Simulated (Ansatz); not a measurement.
# SnSe (SMILES [Se][Sn]) at B3LYP/def2-TZVP (core potential)

Aim: the electronic atomisation energy of SnSe at B3LYP/def2-TZVP (core potential), from 3 runs. 

The results are computed with Ansatz 0.2.0.

26 further runs of the same task are left out: 26 set aside as unsound or not needed.

## (1) The molecule

SnSe: 2 atoms, total charge 0, spin state singlet. As SMILES, `[Se][Sn]`. The shape is that of a PBE0-D4/def2-TZVP optimisation.

Bond lengths: Se1–Sn2 2.325 Å.

## (2) The energy at B3LYP/def2-TZVP (core potential)

File job.yaml:

```yaml
crystal:
  periodic: [false, false, false]
  atoms:
    - {symbol: Se, position_ang: [0.000000, -0.000000, 0.006530]}
    - {symbol: Sn, position_ang: [-0.000000, 0.000000, 2.331810]}
basis:
  gaussian:
    orbitals: def2-TZVP
hamiltonian:
  xc: {name: B3LYP}
accuracy: high
output: {orbitals: {seedname: orbitals}}
```

Command:

```sh
$ ansatz run job.yaml --threads 1 --pin off --max-ram 3480MiB --events-out events.jsonl --progress --plain --runs-dir runs
```

Output:

```text
Warning: RAYON_NUM_THREADS=1 ignored (pool sized by the plan → 1); use --threads N
Functional definition: B3LYP
  name "B3LYP"
  parameter a0 = 0.2
  parameter ax = 0.72
  parameter ac = 0.81
  exchange = (1 - a0 - ax)*slater_x + ax*b88_x + a0*exact_x
  correlation = (1 - ac)*vwn_rpa_c + ac*lyp_c
1498 factors; integrals over basis functions are off by at most 4.7e-9 eV
mean field evaluation 1: about -71183.1317 eV, gradient 2.4e1 eV
mean field evaluation 2: about -71149.6365 eV, gradient 9.3e1 eV
mean field evaluation 4: about -71185.5609 eV, gradient 2.2e0 eV
mean field evaluation 8: about -71185.5999 eV, gradient 4.2e-1 eV
mean field evaluation 16: about -71185.6005 eV, gradient 1.1e-5 eV
mean field -71185.60051327 eV, -2616.0225675295 hartree, gradient 8.5e-9 eV, S^2 0.000000; 0 other end points of the search recorded, 0 dependent functions left out
reference -71185.60053932 eV, -2616.0225684868 hartree; 28, 28 occupied and 70, 70 virtual orbitals, 1498 factors
Total energy: -71185.60053932 eV, -2616.0225684868 hartree
```

Wall time 6.6 s (1 thread of Arm Neoverse V2, shared host); peak memory 0.28 GiB.

## (3) The Se atom, same level

File run.yaml:

```yaml
crystal:
  periodic: [false, false, false]
  atoms:
    - symbol: Se
      position_ang: [0.000000, 0.000000, 0.000000]
basis:
  gaussian:
    orbitals: def2-TZVP
magnetization:
  spin_polarized: true
  initial_magnetization: 2
hamiltonian:
  xc: {name: B3LYP}
accuracy: high
```

Run the same way, it converges to -2401.52565 Eh (log not shown).

## (4) The Sn atom at the same level

File job.yaml:

```yaml
crystal:
  periodic: [false, false, false]
  atoms:
    - {symbol: Sn, position_ang: [0.000000, 0.000000, 0.000000]}
basis:
  gaussian:
    orbitals: def2-TZVP
magnetization:
  spin_polarized: true
  initial_magnetization: 2
hamiltonian:
  xc: {name: B3LYP}
accuracy: high
```

Run the same way, it converges to -214.32749 Eh (log not shown).

## (5) Results

Level: B3LYP/def2-TZVP (core potential).

| quantity | value |
| --- | --- |
| molecule: total energy | -2616.02257 Eh |
| molecule: HOMO energy | -6.86 eV |
| molecule: LUMO energy | -2.74 eV |
| molecule: HOMO–LUMO gap | 4.12 eV |
| Se atom: total energy | -2401.52565 Eh |
| Se atom: ⟨S²⟩ | 2.003 |
| Sn atom: total energy | -214.32749 Eh |
| Sn atom: ⟨S²⟩ | 2.002 |
| electronic atomisation energy | 4.611 eV |

What this shows: Taking the molecule apart into free atoms costs 4.61 eV (106 kcal/mol), before zero-point energy and without spin-orbit coupling.
